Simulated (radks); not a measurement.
# Ionisation of Hg⁺: one atom, several choices of relativity

The task here is to estimate one member of a computed series from the others.

Program: radks (a radial shooting solver on a logarithmic mesh, Libxc functionals) version 1. Level of theory: Kohn-Sham, PBE, spin-unpolarised, spherical densities. These are calculated values, not measurements, unless marked.

2 further runs of the same task are left out: 2 set aside as unsound or not needed.

## What is computed

```
element       : mercury (Z = 80)
charge        : +1
electrons     : 79
configuration : [Xe] 4f14 5d10 6s1
ion           : Hg²⁺, [Xe] 4f14 5d10
choices       : non-relativistic; scalar-relativistic; Dirac, 2j+1 shares; scalar-relativistic, finite nucleus; Dirac, 2j+1 shares, finite nucleus; Dirac, c × 5; Dirac, c × 100; Dirac, c × 1.25
```

The outer shells:

Hg⁺
```
[Xe] core
4f [↑↓][↑↓][↑↓][↑↓][↑↓][↑↓][↑↓]
5d [↑↓][↑↓][↑↓][↑↓][↑↓]
6s [↑ ]
```

Hg²⁺
```
[Xe] core
4f [↑↓][↑↓][↑↓][↑↓][↑↓][↑↓][↑↓]
5d [↑↓][↑↓][↑↓][↑↓][↑↓]
```

The first run:

The run's settings:

```text
Z 80
configuration [Xe] 4f14 5d10 6s1
relativity non-relativistic
functional pbe,pbe
spin unpolarised
nucleus point
```

Steps of the session up to this table: non-relativistic: Hg⁺.

One of the session's tables, all rows but one given; the rest of the session is left out.

It belongs to the step «non-relativistic: Hg⁺». Sizes of the orbitals, from the radial functions (bohr):

| level | <r> | outermost maximum (interpolated) | 90 % within | nodes |
| --- | --- | --- | --- | --- |
| 4s | 0.4411 | 0.415 | 0.630 | 3 |
| 4p | ? | ? | ? | ? |
| 4d | 0.4515 | 0.406 | 0.671 | 1 |
| 4f | 0.4714 | 0.362 | 0.750 | 0 |
| 5s | 1.001 | 0.915 | 1.43 | 4 |
| 5p | 1.085 | 0.968 | 1.57 | 3 |
| 5d | 1.441 | 1.15 | 2.22 | 2 |
| 6s | 2.851 | 2.43 | 4.19 | 5 |

Estimate the missing values for 4p.

**Answer.** <r>: 0.4447; outermost maximum (interpolated): 0.414; 90 % within: 0.643; nodes: 2. In the column «<r>» it lies between 4s (0.4411) and 4d (0.4515).

Caveats from the session: Spin polarisation and multiplet splitting of open shells are left out at every level.
